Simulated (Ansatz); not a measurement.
Predict the output of the script below (the Python package of Ansatz (0.2.0)).

The script, `run_methods.py`:
```python
"""One geometry of C2H5O2Sb, method by method."""

from pathlib import Path

import ansatz as az
import numpy as np

geometry = (
    az.Crystal.molecule()
    .atom("C", (-0.2043, -0.4156, 1.3611))
    .atom("C", (0.3402, -0.6126, 0.1873))
    .atom("O", (1.5054, -1.3191, 0.1421))
    .atom("Sb", (-0.4406, 0.122, -1.6425))
    .atom("O", (-0.4956, 2.0143, -0.9849))
    .atom("H", (0.1816, -0.7141, 2.2719))
    .atom("H", (-1.1524, 0.1891, 1.3897))
    .atom("H", (2.0424, -1.4872, -0.7307))
    .atom("H", (-2.1498, -0.1208, -1.0037))
    .atom("H", (0.4563, 2.2929, -0.9873))
)

job = (
    geometry.calculation()
    .basis(gaussian="def2-SVP")
    .accuracy("high")
)

print("functional    E (Ha)        dipole (D)   HOMO (eV)  LUMO (eV)")
for name in ["lda", "hf", "b3lyp", "pbe0", "r2scan0", "cam_b3lyp"]:
    summary = job.functional(name).forces().orbitals().run(threads=1, pin="off", runs_dir="runs").report
    lines = Path(summary["orbitals_path"]).read_text().splitlines()
    field_of = lambda key: [line.split("=")[1].strip() for line in lines if line.startswith(key)]
    orbitals = [(27.211386 * float(e), s, float(n)) for e, s, n in zip(field_of("Ene="), field_of("Spin="), field_of("Occup="))]
    homo = max(e for e, _, n in orbitals if n > 0.5)
    lumo = min(e for e, _, n in orbitals if n < 0.5)
    dipole = 4.803205 * np.linalg.norm(summary["charge_distribution"]["dipole_moment_e_ang"])
    print(f"{name:10s} {summary['free_energy_ev'] / 27.211386246:14.6f} {dipole:9.3f} {homo:11.3f} {lumo:10.3f}")
```

`python run_methods.py` gives:
```text
functional    E (Ha)        dipole (D)   HOMO (eV)  LUMO (eV)
lda           -467.497213     2.861      -5.421     -2.221
hf            -467.359985     3.145      -9.391      1.706
b3lyp         -469.750353     3.030      -6.283     -1.479
pbe0          -469.419606     2.952      -6.575     -1.294
r2scan0       -469.570426     2.989      -6.773     -1.243
cam_b3lyp     -469.557800     3.056      -7.851     -0.270
```

What to keep in mind:
- These settings explore the input space; basis and method may be short of convergence.
- The geometry is a force-field or estimated start, not a minimum of this method, and the basis set is short of its limit. A lower total doesn't mark the better method: functionals have no common bound, and MP2 and coupled cluster aren't variational.
- def2 sets replace the cores of elements past krypton by effective core potentials.
- b3lyp holds the VWN-RPA fit, as in Gaussian; the form of ORCA and Turbomole is b3lyp5.
- Levels such as HOMO and LUMO are orbital energies: with these approximate functionals they aren't the ionisation energy and electron affinity, and their gap isn't the fundamental gap.
- Finished in 110 s on 1 thread of Intel(R) Xeon(R) Processor @ 2.30GHz, on a shared host, peak memory 0.63 GiB.
